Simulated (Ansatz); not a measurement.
# Sc: the cost of one run

Computed with Ansatz 0.2.0 (DFT PBEsol, scalar-relativistic, unless a step's input says otherwise).

## 1. Starting point

Symmetry: Fm-3m, No. 225, cubic system. The conventional cell has a = 4.541 Å, b = 4.541 Å, c = 4.541 Å, α = 90.00°, β = 90.00°, γ = 90.00°. Sc (site symmetry m-3m) has 12 Sc at 3.21 Å as nearest neighbours.

As a file:

```cif
data_structure
_symmetry_space_group_name_H-M 'Fm-3m'
_symmetry_Int_Tables_number 225
_cell_length_a 4.5410
_cell_length_b 4.5410
_cell_length_c 4.5410
_cell_angle_alpha 90.000
_cell_angle_beta 90.000
_cell_angle_gamma 90.000
_cell_volume 93.64
loop_
_atom_site_label
_atom_site_type_symbol
_atom_site_symmetry_multiplicity
_atom_site_Wyckoff_symbol
_atom_site_fract_x
_atom_site_fract_y
_atom_site_fract_z
_atom_site_occupancy
Sc1 Sc 4 a 0.00000 0.00000 0.00000 1
```

The file gives the conventional cell by its symmetry; the runs use the cell typed in the input.

## 2. The deformed structure

Space group Fm-3m before, I4/mmm after.

## 3. LAPW, all electrons

input.yaml

```yaml
crystal:
  lattice:
    - [0.0, 2.293205, 2.2705]
    - [2.293205, 0.0, 2.2705]
    - [2.293205, 2.293205, 0.0]
  atoms:
    - { symbol: Sc, position: [0.0, 0.0, 0.0] }
kpoints:
  mp_grid: { grid: [12, 12, 12] }
  band_path:
    path:
      - [0.0, 0.0, 0.0]
      - [0.0, 0.5, 0.5]
      - [0.25, 0.75, 0.5]
      - [0.0, 0.5, 0.0]
      - [0.0, 0.0, 0.0]
      - [0.5, 0.5, 0.0]
      - [0.3775125, 0.6224875, 0.0]
      - [-0.3775125, 0.3775125, 0.0]
      - [0.0, 0.0, 0.0]
    npoints: 5
scf:
  occupations: { method: fermi_dirac, width: 0.03 }
hamiltonian:
  xc: pbesol
  pseudopotentials: { kind: all_electron, lapw: { basis_error: 0.00025 } }
output:
  forces: true
  stress: true
  eigenvalues: true
```

Command:

```bash
> ansatz run input.yaml --threads 1 --pin off --max-ram 3072MiB --backend cpu --events-out ev --progress --plain --runs-dir out
```

**Question.** How long does this run take on 1 thread of Intel Xeon 6975P-C (Granite Rapids), shared host, and how much memory does it need?

About 5 s, with a peak of 0.33 GiB.
